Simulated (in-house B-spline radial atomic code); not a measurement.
# Ta³⁶⁺: excited configurations

Wanted: excitation energies of Ta³⁶⁺ as differences of total energies (ΔSCF).

Program: in-house B-spline radial atomic code version 1. Level of theory: Dirac-Hartree-Fock, average of configuration, Fermi nucleus, basis-set limit. These are calculated values, not measurements, unless marked.

## 1. Starting point

```
element       : tantalum (Z = 73)
charge        : +36
electrons     : 37
configuration : [Kr] 4d1
Hamiltonian   : Dirac-Coulomb
nucleus       : Fermi, rms radius 5.351 fm
```

The outer shells:

[Kr] 4d1
```
[Kr] core
4d [↑ ][  ][  ][  ][  ]
```

The boxes only draw the lowest term's filling; these runs average over all states of the configuration.

Settings of the run:

```ini
Z = 73
electrons = 37.0
configuration = [Kr] 4d1
hamiltonian = dirac
method = hf
spin_polarised = False
nucleus = fermi
rms_radius = 5.3507
mass_number = 181
atomic_mass = 180.947998528
speed_of_light = 137.035999084
```

The reference is known from an earlier run: -14867.218625 hartree in all. Up to eight levels, counted from the top:

| orbital | occupation | energy (eV) | <r> (bohr) |
| --- | --- | --- | --- |
| 3p3/2 | 4 | -3723.30 | 0.2051 |
| 3d3/2 | 4 | -3328.34 | 0.1799 |
| 3d5/2 | 6 | -3266.59 | 0.1841 |
| 4s1/2 | 2 | -1894.93 | 0.4149 |
| 4p1/2 | 2 | -1784.69 | 0.4132 |
| 4p3/2 | 4 | -1698.28 | 0.4338 |
| 4d3/2 | 0.4 | -1543.27 | 0.4239 |
| 4d5/2 | 0.6 | -1525.20 | 0.4298 |

## 2. Configuration [Ar] 3d10 4s2 4p5 4d1 5p1

Settings of the run:

```ini
Z = 73
electrons = 37.0
configuration = [Ar] 3d10 4s2 4p5 4d1 5p1
hamiltonian = dirac
method = hf
spin_polarised = False
nucleus = fermi
rms_radius = 5.3507
mass_number = 181
atomic_mass = 180.947998528
speed_of_light = 137.035999084
```

## 3. [Ar] 3d9 4s2 4p6 4d1 8p1

The settings differ from step 2 so:

```diff
@@ -2,3 +2,3 @@
 electrons = 37.0
-configuration = [Ar] 3d10 4s2 4p5 4d1 5p1
+configuration = [Ar] 3d9 4s2 4p6 4d1 8p1
 hamiltonian = dirac
```

## 4. [Ar] 3d10 4s2 4p5 4d1 7s1

The settings differ from step 3 so:

```diff
@@ -2,3 +2,3 @@
 electrons = 37.0
-configuration = [Ar] 3d9 4s2 4p6 4d1 8p1
+configuration = [Ar] 3d10 4s2 4p5 4d1 7s1
 hamiltonian = dirac
```

## 5. [Ar] 3d9 4s2 4p6 4d1 5g1

The settings differ from step 4 so:

```diff
@@ -2,3 +2,3 @@
 electrons = 37.0
-configuration = [Ar] 3d10 4s2 4p5 4d1 7s1
+configuration = [Ar] 3d9 4s2 4p6 4d1 5g1
 hamiltonian = dirac
```

## 6. [Kr] 8d1

The settings differ from step 5 so:

```diff
@@ -2,3 +2,3 @@
 electrons = 37.0
-configuration = [Ar] 3d9 4s2 4p6 4d1 5g1
+configuration = [Kr] 8d1
 hamiltonian = dirac
```

Q: How far above the reference does each configuration lie (order and size, in eV)?

**Answer**, as computed:

| net move | configuration | energy above the reference (eV) | with Breit, QED, recoil (eV) | largest <r> (bohr) |
| --- | --- | --- | --- | --- |
| 4p → 5p | [Ar] 3d10 4s2 4p5 4d1 5p1 | 732.81 | 731.79 | 0.753 |
| 4d → 8d | [Kr] 8d1 | 1206.00 | 1205.40 | 2.25 |
| 4p → 7s | [Ar] 3d10 4s2 4p5 4d1 7s1 | 1242.04 | 1240.60 | 1.56 |
| 3d → 5g | [Ar] 3d9 4s2 4p6 4d1 5g1 | 2517.91 | 2515.19 | 0.703 |
| 3d → 8p | [Ar] 3d9 4s2 4p6 4d1 8p1 | 2938.63 | 2936.11 | 2.18 |

Quantum defects of the promoted electron, δ = n − ζ/√(−2ε) with ζ = 37 and ε its orbital energy in hartree:

| promotion | δ |
| --- | --- |
| 4p → 5p | 0.670 |
| 4d → 8d | 0.437 |
| 4p → 7s | 0.798 |
| 3d → 5g | 0.069 |
| 3d → 8p | 0.656 |

What this shows: At the bottom stands 4p → 5p (732.81 eV), at the top 3d → 8p (2938.63 eV). 2 of them lie above the ionisation threshold that Koopmans' theorem gives (1525.20 eV), where such states can decay by emitting an electron. The defect is largest for 7s (0.80) and least for 5g (0.07): low angular momentum penetrates the core, high angular momentum stays outside it. Two partly filled shells share a symmetry and can mix in the average, which may lower the energy, for: 4p → 5p; 3d → 5g; 3d → 8p. These are averages over configurations, without correlation, not spectroscopic levels.
